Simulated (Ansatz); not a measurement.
# CH₈O₂Si₂: a ladder of functionals and wavefunction methods

The task here is to estimate one member of a computed series from the others.

The runs use Ansatz 0.2.0, Gaussian basis; functionals in def2-TZVPP, the program's frozen cores in correlated methods.

The runs, in order: PBE-D4, r2SCAN-D4, PBE0-D4, B3LYP-D4, ωB97X-V, ωB97M-V, B2PLYP; CCSD(T)/def2-TZVPP; MP2/def2-QZVPP; extrapolation to the limit.

## Structure used throughout

The geometry comes from an earlier relaxation with PBE0-D4 in a triple-zeta def2 set; it is a stationary point, not always the lowest conformer.

SMILES `CO[SiH2][SiH2]O`, 13 atoms, charge 0, spin multiplicity 1.

Atoms are counted from 1 here; the program's logs count them from 0.

Bond lengths: C1–O2 1.409 Å, C1–H6 1.091 Å, C1–H7 1.096 Å, C1–H8 1.096 Å, O2–Si3 1.648 Å, Si3–Si4 2.349 Å, Si3–H9 1.498 Å, Si3–H10 1.495 Å, Si4–O5 1.656 Å, Si4–H11 1.492 Å, Si4–H12 1.484 Å, O5–H13 0.958 Å. Angles: O2–C1–H6 108.3°, O2–C1–H7 111.4°, O2–C1–H8 111.3°, H6–C1–H7 108.5°, H6–C1–H8 108.5°, H7–C1–H8 108.5°, C1–O2–Si3 122.6°, O2–Si3–Si4 106.9°, O2–Si3–H9 110.5°, O2–Si3–H10 110.4°, Si4–Si3–H9 110.7°, Si4–Si3–H10 112.4°, H9–Si3–H10 106.0°, Si3–Si4–O5 111.0°, Si3–Si4–H11 109.0°, Si3–Si4–H12 111.3°, O5–Si4–H11 111.4°, O5–Si4–H12 105.5° and more.

Set-up of the first run:

The input, in.yaml:

```yaml
crystal:
  periodic: [false, false, false]
  atoms:
    - {symbol: C, position_ang: [0.903746, -1.403500, -1.980230]}
    - {symbol: O, position_ang: [0.161706, -1.033274, -0.841256]}
    - {symbol: Si, position_ang: [0.249714, 0.471517, -0.174733]}
    - {symbol: Si, position_ang: [-1.236021, 0.498656, 1.644644]}
    - {symbol: O, position_ang: [-1.078589, 1.897245, 2.518003]}
    - {symbol: H, position_ang: [0.644247, -2.431194, -2.240123]}
    - {symbol: H, position_ang: [0.672684, -0.758392, -2.836074]}
    - {symbol: H, position_ang: [1.981869, -1.354162, -1.787556]}
    - {symbol: H, position_ang: [1.647196, 0.764884, 0.278108]}
    - {symbol: H, position_ang: [-0.079806, 1.513044, -1.194657]}
    - {symbol: H, position_ang: [-0.987557, -0.703527, 2.492855]}
    - {symbol: H, position_ang: [-2.647307, 0.474603, 1.187146]}
    - {symbol: H, position_ang: [-0.231881, 2.064109, 2.933873]}
basis:
  gaussian: {orbitals: def2-TZVPP}
hamiltonian: {xc: pbe, dispersion: d4}
output: {forces: true, orbitals: {seedname: orbitals}}
```

The run is started by

```bash
$ ansatz run in.yaml --threads 2 --pin off --events-out ev --progress --plain --max-ram 32768MiB --backend cuda --devices 0, --max-vram 18GiB
```

Steps of the session up to this table: PBE-D4 (GGA); r2SCAN-D4 (meta-GGA); PBE0-D4 (hybrid); B3LYP-D4 (hybrid); ωB97X-V (range-separated); ωB97M-V (range-separated); B2PLYP (double hybrid); CCSD(T) in def2-TZVPP; MP2 in def2-QZVPP.

One table of the session follows, with a row left open; its other results are not shown here.

```
            method  atomisation energy (kJ/mol)
            PBE-D4                       4571.1
         r2SCAN-D4                       4550.9
           PBE0-D4                       4506.8
          B3LYP-D4                       4544.7
           ωB97X-V                       4575.1
           ωB97M-V                       4558.0
            B2PLYP                       4497.1
     HF/def2-TZVPP                            ?
    MP2/def2-TZVPP                       4486.6
   CCSD/def2-TZVPP                       4387.0
CCSD(T)/def2-TZVPP                       4441.3
           MP2/CBS                       4613.6
       CCSD(T)/CBS                       4568.3
```

**Question.** Estimate the row for HF/def2-TZVPP.

As computed: atomisation energy (kJ/mol): 3339.2. In the column «atomisation energy (kJ/mol)» it is the lowest.

Caveats from the session: Free atoms (1 C, 2 O, 2 Si, 8 H) were run apart at each level; the atomisation energy is their sum less the molecule, without zero-point or spin-orbit terms.
